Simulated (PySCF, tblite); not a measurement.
# C5H14OSSi2: geometry, infrared bands and NMR shifts

What infrared bands and NMR shifts should C5H14OSSi2 (`O[Si@H](CC1CCC1)[SiH2]S`) show?

The runs use tblite 0.8.0 and PySCF 2.14.0, with density-fitted response routines of our own; the level of theory stands in each step. All values are computed, except where a source is named. Atoms count from 0, in the outputs and in this text.

## (1) The molecule as given

23 atoms, charge 0, multiplicity 1; geometry from: force field or distance geometry start.

Bonds of the start (Å): O0–Si1 1.72, Si1–C2 1.85, C2–C3 1.51, C3–C4 1.51, C4–C5 1.54, C5–C6 1.53, Si1–Si7 2.21, Si7–S8 2.16, C6–C3 1.52, O0–H9 1.01, Si1–H10 1.50, C2–H11 1.12, C2–H12 1.13, C3–H13 1.11, C4–H14 1.12, C4–H15 1.08, C5–H16 1.10, C5–H17 1.09, C6–H18 1.11, C6–H19 1.11, Si7–H20 1.48, Si7–H21 1.46, S8–H22 1.42.

## (2) Optimising the geometry with GFN2-xTB

Job settings and geometry (Å):

```
{"job": {"kind": "relax", "xc": "GFN2-xTB", "basis": "xTB"}, "charge": 0, "multiplicity": 1}
O      1.679500    -2.319000    -0.692700
Si     1.618100    -0.939300     0.340100
C     -0.020500    -0.743200     1.166100
C     -1.183500    -0.631000     0.216400
C     -1.168700     0.513800    -0.763200
C     -2.691200     0.507400    -0.550900
C     -2.332500     0.102900     0.879100
Si     2.314400     0.869200    -0.725800
S      3.066600     2.314300     0.689800
H      1.802200    -3.136900    -0.116100
H      2.585400    -1.248500     1.439600
H     -0.056400     0.093900     1.905900
H     -0.215700    -1.680300     1.770000
H     -1.473700    -1.578800    -0.286400
H     -0.787600     1.461100    -0.299400
H     -0.843500     0.287600    -1.772300
H     -3.189300    -0.340100    -1.040100
H     -3.160100     1.486000    -0.644500
H     -3.086400    -0.549200     1.367700
H     -1.975600     0.974400     1.474300
H      3.455200     0.491300    -1.588200
H      1.259800     1.440500    -1.556500
H      4.398600     2.650800     0.343100
```

Started as:

```bash
$ OMP_NUM_THREADS=1 python probes_run.py task.json out
```

One launch serves the whole session: the jobs run in the order shown.

**Question.** This job is followed by: GFN2-xTB harmonic vibrations, gas phase; GIAO PBE0/pcSseg-1 NMR shielding, non-relativistic, gas phase. Predict these results of the whole session: strongest single infrared mode (GFN2-xTB); zero-point energy (GFN2-xTB); 13C shifts against TMS (PBE0/pcSseg-1); 1H shifts against TMS (PBE0/pcSseg-1); 17O shifts against H2O (PBE0/pcSseg-1); 29Si shifts against TMS (PBE0/pcSseg-1); 33S shifts against CS2 (PBE0/pcSseg-1).

As calculated:

| quantity | value |
| --- | --- |
| strongest single infrared mode (GFN2-xTB) | 2198 cm⁻¹, 456 km/mol |
| zero-point energy (GFN2-xTB) | 110.3 kcal/mol |
| 13C shifts against TMS (PBE0/pcSseg-1) | 32.3, 32.0, 30.6, 28.7, 16.4 ppm |
| 1H shifts against TMS (PBE0/pcSseg-1) | 5.64, 4.92, 4.87, 2.45, 2.31, 2.31, 2.22, 1.98, 1.91, 1.71, 1.42, 0.63, 0.63, -0.21 ppm |
| 17O shifts against H2O (PBE0/pcSseg-1) | 13.3 ppm |
| 29Si shifts against TMS (PBE0/pcSseg-1) | -4.8, -65.7 ppm |
| 33S shifts against CS2 (PBE0/pcSseg-1) | -292 ppm |

What this shows: The optimisation took 179 steps and gained 1.449 eV; among the close pairs (by a distance rule), S8–H22 changed most, from 1.417 to 1.321 Å. All 63 modes are real, so the xTB geometry is a minimum. The strongest single mode, at 2198 cm⁻¹, moves mainly H20. GFN2-xTB is a fitted tight-binding method: band positions and strengths are rough. Its intensities can rank the bands wrongly. At PBE0/pcSseg-1: The widest tensor belongs to S8: span 322 ppm, with a paramagnetic part of -263 ppm.
